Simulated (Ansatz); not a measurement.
Born–Oppenheimer molecular dynamics of a periodic cell of 25 atoms, Hf4Si4GeO16 (host HfSiO4, host structure I4_1/amd, interstitial Ge). It starts from a partly relaxed structure (largest force component 0.07 eV/Å).

Level of theory: DFT PBE, scalar-relativistic, plane waves, PAW (Ansatz). Settings: accuracy low, PAW set soft_1, cutoff 420 eV, k mesh 2x2x2, fermi-dirac smearing 0.02 eV, no spin polarisation.

* ensemble: NVT, Langevin thermostat
* time step: 1 fs
* steps asked: 180
* set temperature: 600 K
* friction: 0.005 /fs
* seed: 435691

Frames 20 fs apart, positions in Å, forces in eV/Å.

Velocities at 0 fs (Å/ps):

```
Hf -0.83 0.51 -1.06
Hf 0.22 -3.03 1.33
Si -1.75 5.90 0.51
Si -0.46 0.40 2.91
O -3.62 4.41 7.20
O -3.62 -4.52 -2.45
O 6.17 -1.09 -7.01
O 0.91 3.88 -6.42
O -4.84 9.01 7.00
O 4.81 0.89 4.74
O 5.43 7.24 9.81
O -3.62 -5.55 1.56
Hf -1.16 -1.49 1.51
Hf 2.00 0.61 -0.17
Si -3.96 -4.81 -3.25
Si 5.79 2.63 3.19
O -9.10 9.14 -17.02
O -3.44 -2.42 -0.53
O 10.53 -8.08 0.14
O -7.75 -6.25 -0.07
O 2.35 -0.42 1.44
O 3.38 1.24 -6.68
O -1.87 -4.42 -3.23
O 3.12 2.20 -1.14
Ge -0.17 5.58 -2.48
```

```xyz
25
Lattice="6.5725 0.0000 0.0000 0.0000 6.5725 0.0000 0.0000 0.0000 5.9632" Properties=species:S:1:pos:R:3:forces:R:3 time_fs=0 energy_less_start_eV=0.000 T=576
Hf -0.012 3.285 1.528 0.00 0.00 -0.04
Hf 0.124 0.050 0.042 0.00 -0.01 0.01
Si 3.517 0.162 1.368 -0.01 0.07 -0.03
Si 0.230 0.091 2.966 0.06 -0.01 0.03
O 2.935 2.164 4.857 0.00 0.01 -0.03
O 4.595 0.511 0.086 0.01 -0.01 -0.01
O 0.173 1.273 1.901 -0.02 0.03 -0.01
O 2.227 0.034 0.377 0.00 0.00 0.00
O 3.221 1.244 2.567 0.02 0.02 0.01
O 1.223 0.127 4.202 -0.04 0.01 -0.01
O 2.911 5.395 2.705 -0.03 -0.02 0.03
O 2.047 3.385 1.137 0.00 0.01 0.03
Hf 3.299 0.117 4.458 -0.02 -0.02 -0.01
Hf 3.175 3.279 3.066 -0.05 -0.06 0.02
Si -0.118 3.248 4.542 -0.02 0.00 0.04
Si 3.220 3.310 0.016 -0.01 -0.05 -0.01
O 0.434 5.475 1.858 -0.02 -0.02 -0.01
O 1.055 3.424 3.425 0.04 -0.01 -0.02
O 3.382 4.572 4.962 0.01 0.03 0.02
O 5.231 2.757 3.615 0.03 0.04 0.00
O -0.173 4.537 5.579 -0.01 -0.04 0.01
O 4.469 3.028 1.005 0.02 0.04 0.01
O 0.181 2.105 5.652 -0.01 0.02 -0.04
O 5.396 -0.192 3.781 -0.01 0.00 0.05
Ge 4.829 5.171 2.266 0.05 -0.02 -0.06
25
Lattice="6.5725 0.0000 0.0000 0.0000 6.5725 0.0000 0.0000 0.0000 5.9632" Properties=species:S:1:pos:R:3:forces:R:3 time_fs=20 energy_less_start_eV=1.176 T=228
Hf -0.023 3.296 1.511 0.56 -0.41 -0.31
Hf 0.133 0.019 0.059 -0.38 0.92 -1.97
Si 3.472 0.276 1.425 0.65 -1.15 -1.20
Si 0.277 0.119 2.988 -1.26 -0.66 -1.22
O 2.837 2.223 4.918 0.51 -0.62 -0.93
O 4.574 0.413 0.086 0.76 0.89 0.35
O 0.289 1.260 1.897 -0.37 1.24 -0.45
O 2.270 0.071 0.327 -0.95 -0.51 1.32
O 3.136 1.325 2.604 0.09 -0.45 -0.14
O 1.246 0.118 4.187 0.52 -0.19 1.30
O 2.922 5.492 2.816 -0.68 -1.00 -1.18
O 2.059 3.313 1.162 0.76 1.07 -0.02
Hf 3.285 0.104 4.478 0.86 0.77 0.28
Hf 3.210 3.288 3.061 -0.75 1.12 1.37
Si -0.194 3.173 4.512 0.68 0.97 0.20
Si 3.258 3.333 0.058 0.18 0.10 -1.41
O 0.319 5.543 1.753 0.97 -1.28 1.93
O 0.964 3.441 3.389 0.31 0.10 -0.07
O 3.617 4.531 4.918 -1.08 0.08 1.10
O 5.138 2.679 3.616 0.54 -0.03 -0.16
O -0.127 4.469 5.564 -0.14 0.29 0.06
O 4.562 3.027 0.977 -1.31 -0.48 -0.02
O 0.166 2.056 5.603 -0.11 -0.45 0.59
O 5.446 -0.192 3.791 -0.15 0.04 -0.24
Ge 4.824 5.262 2.224 -0.22 -0.36 0.82
25
Lattice="6.5725 0.0000 0.0000 0.0000 6.5725 0.0000 0.0000 0.0000 5.9632" Properties=species:S:1:pos:R:3:forces:R:3 time_fs=40 energy_less_start_eV=1.373 T=391
Hf -0.006 3.294 1.478 0.18 0.43 0.11
Hf 0.143 0.011 0.038 -0.24 -0.08 0.48
Si 3.498 0.241 1.395 -0.86 0.72 0.99
Si 0.290 0.153 2.976 0.13 -0.19 0.58
O 2.833 2.229 4.799 0.20 -0.66 1.12
O 4.608 0.454 0.132 -0.57 0.28 -0.72
O 0.328 1.358 1.905 -0.42 -2.12 0.80
O 2.176 0.071 0.458 0.87 -0.20 -0.91
O 3.096 1.315 2.581 0.36 -1.28 0.17
O 1.235 0.026 4.275 0.09 0.39 -0.87
O 2.825 5.421 2.714 1.38 0.33 0.88
O 2.152 3.503 1.176 -0.75 -0.32 -1.76
Hf 3.304 0.093 4.511 -0.28 0.57 -0.97
Hf 3.230 3.302 3.070 -0.56 0.96 -1.69
Si -0.160 3.204 4.521 0.01 -0.51 -0.46
Si 3.310 3.319 -0.051 -1.51 -1.05 3.34
O 0.392 5.423 1.991 -0.06 1.28 -1.43
O 0.966 3.425 3.370 0.33 -0.22 0.65
O 3.648 4.577 5.014 -0.50 1.35 -0.98
O 5.136 2.670 3.661 0.97 0.55 0.19
O -0.120 4.488 5.569 -0.20 -0.10 0.41
O 4.425 2.871 1.045 1.42 0.35 -0.32
O 0.094 2.010 5.619 0.38 1.21 -0.38
O 5.449 -0.177 3.824 -0.23 0.40 -0.30
Ge 4.850 5.323 2.238 -0.14 -2.10 1.07
25
Lattice="6.5725 0.0000 0.0000 0.0000 6.5725 0.0000 0.0000 0.0000 5.9632" Properties=species:S:1:pos:R:3:forces:R:3 time_fs=60 energy_less_start_eV=1.465 T=384
Hf 0.030 3.317 1.427 0.28 -0.65 1.97
Hf 0.135 -0.004 0.027 -0.73 1.07 2.31
Si 3.488 0.222 1.392 0.42 -0.16 -0.50
Si 0.286 0.126 3.067 0.10 -0.44 -0.84
O 2.927 2.174 4.829 0.10 1.16 0.73
O 4.556 0.598 0.062 0.43 -0.81 1.22
O 0.249 1.233 1.971 -0.19 2.69 -1.50
O 2.173 0.037 0.453 0.57 0.27 -0.27
O 3.157 1.212 2.619 -0.13 1.66 0.41
O 1.260 0.024 4.310 -0.13 0.09 -0.74
O 2.973 5.420 2.709 -0.53 -0.40 0.73
O 2.100 3.670 0.975 -1.07 -1.31 1.83
Hf 3.336 0.105 4.532 -0.69 0.43 -0.91
Hf 3.232 3.329 3.047 -0.10 -0.74 -0.18
Si -0.102 3.250 4.537 0.54 0.20 -0.19
Si 3.316 3.295 0.015 0.53 0.20 -0.77
O 0.434 5.493 1.980 -0.05 -0.99 -0.65
O 1.085 3.360 3.425 -0.21 0.36 -0.21
O 3.517 4.685 5.103 0.28 -1.44 -0.67
O 5.178 2.849 3.728 -0.36 -0.11 -0.65
O -0.185 4.522 5.630 -0.01 0.12 -0.72
O 4.506 2.810 1.047 -0.68 1.49 0.06
O 0.118 2.115 5.666 0.81 -0.74 -0.05
O 5.404 -0.027 3.822 0.32 -0.77 0.18
Ge 4.866 5.305 2.300 0.51 -1.16 -0.60
25
Lattice="6.5725 0.0000 0.0000 0.0000 6.5725 0.0000 0.0000 0.0000 5.9632" Properties=species:S:1:pos:R:3:forces:R:3 time_fs=80 energy_less_start_eV=1.225 T=509
Hf 0.053 3.350 1.411 -0.44 -0.79 2.02
Hf 0.097 -0.013 0.072 0.58 1.66 -0.55
Si 3.528 0.235 1.389 0.04 -0.32 1.84
Si 0.280 0.127 2.987 -0.25 0.56 0.06
O 3.019 2.217 4.972 -0.25 -1.19 -1.49
O 4.577 0.574 0.164 1.60 0.25 -0.62
O 0.175 1.333 1.948 0.01 -0.24 -0.36
O 2.262 0.002 0.399 -0.76 0.14 0.61
O 3.225 1.281 2.646 -0.16 -0.77 -0.89
O 1.262 0.118 4.226 -0.02 -0.21 0.37
O 3.013 5.358 2.836 -0.70 0.98 -0.93
O 2.000 3.528 1.060 1.94 -0.11 0.26
Hf 3.354 0.146 4.554 -0.89 0.11 -1.40
Hf 3.257 3.318 3.021 -0.66 -0.74 2.31
Si -0.013 3.253 4.534 -0.97 -0.27 0.32
Si 3.309 3.365 0.070 -1.49 0.62 -1.13
O 0.453 5.487 1.869 0.55 0.63 0.42
O 1.120 3.361 3.427 0.59 0.41 -0.82
O 3.402 4.598 4.984 0.44 0.51 0.72
O 5.210 3.000 3.741 0.03 -1.11 -0.42
O -0.282 4.575 5.527 0.99 -0.43 0.55
O 4.464 3.025 1.113 0.33 -0.02 0.22
O 0.282 2.100 5.668 -0.68 0.43 -0.64
O 5.414 -0.023 3.829 0.58 -0.66 -0.18
Ge 4.883 5.224 2.311 -0.44 0.53 -0.25
25
Lattice="6.5725 0.0000 0.0000 0.0000 6.5725 0.0000 0.0000 0.0000 5.9632" Properties=species:S:1:pos:R:3:forces:R:3 time_fs=100 energy_less_start_eV=1.745 T=326
Hf 0.059 3.364 1.444 0.22 -0.03 0.48
Hf 0.054 0.006 0.100 2.90 0.97 -2.46
Si 3.586 0.157 1.474 -0.49 -0.03 -1.02
Si 0.256 0.169 2.918 0.45 0.92 1.82
O 3.050 2.150 4.894 -0.04 1.44 0.27
O 4.786 0.592 0.231 -2.89 0.29 -0.60
O 0.088 1.424 1.887 0.36 -2.51 0.87
O 2.353 -0.009 0.428 -0.17 0.25 -0.67
O 3.271 1.280 2.557 0.15 0.67 1.32
O 1.245 0.193 4.188 0.54 -0.31 0.13
O 2.918 5.441 2.740 1.06 -0.01 -0.13
O 2.146 3.307 1.220 -0.88 0.72 -1.91
Hf 3.374 0.191 4.565 -0.63 -0.81 -1.30
Hf 3.254 3.315 3.034 -0.40 -0.77 0.81
Si 0.018 3.236 4.501 -0.53 0.93 -0.99
Si 3.221 3.397 -0.006 1.13 -1.93 1.68
O 0.560 5.543 1.859 -0.51 0.21 -0.32
O 1.160 3.470 3.315 -1.36 -0.22 1.87
O 3.410 4.585 4.931 -0.16 0.91 -0.01
O 5.257 2.954 3.656 0.76 -0.94 0.23
O -0.216 4.529 5.574 1.01 -0.32 -0.09
O 4.467 3.197 1.105 -0.23 -0.18 -1.49
O 0.371 2.093 5.549 -0.35 0.13 1.14
O 5.472 -0.143 3.837 -0.63 0.05 -0.28
Ge 4.854 5.144 2.285 0.69 0.58 0.66
25
Lattice="6.5725 0.0000 0.0000 0.0000 6.5725 0.0000 0.0000 0.0000 5.9632" Properties=species:S:1:pos:R:3:forces:R:3 time_fs=120 energy_less_start_eV=1.520 T=414
Hf 0.074 3.344 1.484 0.56 -0.90 -0.09
Hf 0.056 0.026 0.088 1.34 1.06 -0.33
Si 3.566 0.146 1.456 -0.70 1.72 -0.57
Si 0.283 0.190 3.033 -0.15 -1.45 -0.44
O 3.048 2.286 4.791 -0.37 -1.11 0.50
O 4.606 0.680 0.221 0.99 -0.02 -0.70
O 0.028 1.293 1.916 0.29 1.54 -0.48
O 2.355 0.035 0.353 -1.12 0.47 0.71
O 3.358 1.319 2.630 0.10 -0.45 -0.98
O 1.359 0.207 4.210 -1.55 -0.14 -0.22
O 3.001 5.572 2.593 -0.53 -1.89 1.14
O 2.084 3.303 1.086 0.58 0.33 1.02
Hf 3.399 0.194 4.561 -0.26 0.01 -1.24
Hf 3.250 3.315 3.047 -1.01 -0.12 0.12
Si -0.055 3.268 4.484 0.88 -0.21 2.05
Si 3.263 3.350 -0.002 -0.50 1.86 -1.44
O 0.597 5.630 1.841 -0.72 -1.23 0.85
O 1.088 3.550 3.387 0.73 -0.10 -0.63
O 3.414 4.673 4.935 -0.08 -1.00 0.15
O 5.298 2.764 3.611 -0.46 0.00 -0.12
O 0.017 4.490 5.652 -0.61 0.86 -1.05
O 4.547 3.279 0.913 0.77 -0.71 1.07
O 0.356 2.130 5.592 -1.00 -0.60 0.24
O 5.447 -0.234 3.846 1.00 0.39 0.41
Ge 4.837 5.086 2.278 1.82 1.67 0.00
25
Lattice="6.5725 0.0000 0.0000 0.0000 6.5725 0.0000 0.0000 0.0000 5.9632" Properties=species:S:1:pos:R:3:forces:R:3 time_fs=140 energy_less_start_eV=1.341 T=460
Hf 0.106 3.310 1.536 0.49 -0.59 0.61
Hf 0.080 0.053 0.083 0.26 -0.23 -0.01
Si 3.476 0.241 1.389 1.12 -2.05 -0.35
Si 0.323 0.076 3.042 -0.93 1.14 -0.42
O 2.949 2.276 4.820 0.35 0.20 0.46
O 4.558 0.718 0.135 0.05 -0.71 0.65
O 0.096 1.305 1.967 0.84 -1.33 0.45
O 2.198 0.139 0.382 0.64 -0.12 0.76
O 3.456 1.333 2.531 -0.86 0.30 1.29
O 1.347 0.181 4.242 -0.14 0.08 -0.52
O 2.970 5.441 2.673 -0.03 0.76 -0.34
O 2.157 3.376 1.084 -0.30 0.01 1.11
Hf 3.411 0.184 4.533 -0.74 0.53 -1.51
Hf 3.240 3.305 3.055 -0.51 0.30 0.26
Si -0.106 3.237 4.611 0.66 -0.06 -2.35
Si 3.304 3.450 -0.034 0.69 -1.93 0.65
O 0.469 5.489 1.911 0.43 -0.16 -0.54
O 1.065 3.572 3.449 0.22 -1.16 -0.04
O 3.432 4.682 4.955 0.26 0.99 -0.66
O 5.310 2.653 3.575 0.14 1.32 1.35
O 0.100 4.585 5.549 -0.90 -1.15 0.74
O 4.669 3.273 0.891 -1.49 -0.07 -0.63
O 0.155 2.030 5.667 0.47 1.85 -0.27
O 5.531 -0.228 3.951 -0.27 0.18 -0.37
Ge 4.891 5.112 2.276 -0.46 1.90 -0.33
25
Lattice="6.5725 0.0000 0.0000 0.0000 6.5725 0.0000 0.0000 0.0000 5.9632" Properties=species:S:1:pos:R:3:forces:R:3 time_fs=160 energy_less_start_eV=1.319 T=435
Hf 0.133 3.284 1.592 -0.42 -0.64 -0.79
Hf 0.109 0.074 0.073 0.93 -0.27 -0.80
Si 3.526 0.150 1.383 -1.52 1.05 1.24
Si 0.317 0.040 3.009 0.42 0.12 0.73
O 2.897 2.272 4.944 0.43 -0.44 -0.99
O 4.604 0.618 0.162 -0.60 -0.37 0.06
O 0.307 1.277 2.037 -0.64 0.14 -0.93
O 2.125 0.240 0.512 1.95 -0.81 -0.57
O 3.389 1.307 2.586 0.19 -0.82 0.06
O 1.321 0.175 4.212 0.73 -0.13 1.12
O 2.909 5.434 2.688 0.87 1.03 -0.47
O 2.241 3.446 1.254 -0.49 -0.14 -1.93
Hf 3.411 0.179 4.496 -1.28 1.10 -0.72
Hf 3.226 3.299 3.064 0.86 0.51 1.02
Si -0.043 3.234 4.580 -0.64 0.38 0.94
Si 3.369 3.428 -0.014 -1.26 0.45 0.86
O 0.436 5.375 1.913 0.35 1.59 0.06
O 1.137 3.443 3.499 0.04 -0.22 -0.38
O 3.420 4.740 4.933 -0.04 -1.31 1.23
O 5.256 2.768 3.731 -0.18 0.17 -0.68
O -0.088 4.530 5.595 0.62 0.80 0.32
O 4.666 3.199 0.867 0.16 0.05 1.10
O 0.093 2.135 5.766 1.35 -0.71 -0.42
O 5.556 -0.141 3.970 -0.85 -0.23 -0.83
Ge 4.936 5.213 2.254 -0.97 -1.31 0.77
```

Of the whole run (180 fs, mean temperature of the second half 444 K): The mean temperature of the second half is 26 % below the set value. A run of 0.18 ps of so small a system gives no equilibrium averages. Limits of this set-up: coarse k mesh, a small cell, in which the defect meets its images, low accuracy level.

The run took 24 min on 2 threads of Arm Neoverse V1 (shared host), peak memory 1.1 GiB.
